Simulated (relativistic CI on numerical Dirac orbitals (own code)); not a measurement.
# Mn⁴⁺: L2,3 absorption with charge transfer

Aim: the L2,3 absorption spectrum of Mn⁴⁺ in a cubic metal-ligand cluster, for 3 values of Delta.

Program: relativistic CI on numerical Dirac orbitals (own code) version 3. Level of theory: charge-transfer multiplet model of a cubic metal-ligand cluster with up to 1 ligand holes, Slater and spin-orbit integrals from Dirac-Coulomb-Breit ions, Slater integrals scaled by 0.8. These are calculated values, not measurements, unless marked.

**1. The atom as given**

```
ion                  : Mn⁴⁺ (Mn V)
nuclear charge       : 25
electrons            : 21
d electrons          : 3
ligand holes at most : 1
parameters           : in eV; Veg, Vt2g hoppings, tenDq and tenDqL metal and ligand splittings (negative tenDq: tetrahedral), red the scaling of hopping with a core hole
temperature          : 300 K
widths               : Lorentz 0.4 eV, Gauss 0.3 eV
```

**2. Delta = -0.6 eV**

Settings of the run:

```ini
cluster ion=Mn4+ d3 ligand_holes=1 slater_scale=0.8
Delta=-0.6 Udd=5.8 Upd=7.1 tenDq=1.6 tenDqL=1.3 Veg=2.2 Vt2g=-1.01 red=1
spectrum xas L2,3 T=300 lorentz=0.4 gauss=0.3
```

The run is started by

```bash
> python run_levels.py task.json out
```

The settings of every run stand in task.json; they run in order.

**3. Delta = -3.6 eV**

Settings of the run:

```ini
cluster ion=Mn4+ d3 ligand_holes=1 slater_scale=0.8
Delta=-3.6 Udd=5.8 Upd=7.1 tenDq=1.6 tenDqL=1.3 Veg=2.2 Vt2g=-1.01 red=1
spectrum xas L2,3 T=300 lorentz=0.4 gauss=0.3
```

**4. Delta = -1.6 eV**

Settings of the run:

```ini
cluster ion=Mn4+ d3 ligand_holes=1 slater_scale=0.8
Delta=-1.6 Udd=5.8 Upd=7.1 tenDq=1.6 tenDqL=1.3 Veg=2.2 Vt2g=-1.01 red=1
spectrum xas L2,3 T=300 lorentz=0.4 gauss=0.3
```

(Steps that only read results are left out.)

Q: Predict the outcome of this session. Wanted: d count; ground spin.

**Answer**, as computed:

| run | d count | weight without ligand hole | ground S | up to four highest peaks (% of the highest), eV from the first main peak |
| --- | --- | --- | --- | --- |
| Delta = -0.6 eV | 3.56 | 0.44 | 1.50 | -1.6 (71), 0.0 (100), 0.8 (91), 9.2 (73) |
| Delta = -3.6 eV | 3.72 | 0.28 | 1.50 | -1.9 (67), 0.0 (100), 8.9 (75), 11.7 (46) |
| Delta = -1.6 eV | 3.62 | 0.38 | 1.50 | -1.8 (72), 0.0 (100), 0.5 (94), 9.0 (74) |

```
                           quantity         value
                            d count  3.56 to 3.72
ground spin (effective S from ⟨S²⟩)          1.50
```

In words: From Delta = -3.6 eV to Delta = -0.6 eV the ground-state d count goes from 3.72 to 3.56. In the first run the ligand-hole configurations outweigh d3 itself: the bond is strongly covalent. The space is cut at the given number of ligand holes while the last configuration still holds over a tenth of the ground state. The cluster parameters are drawn, not fitted to a compound.
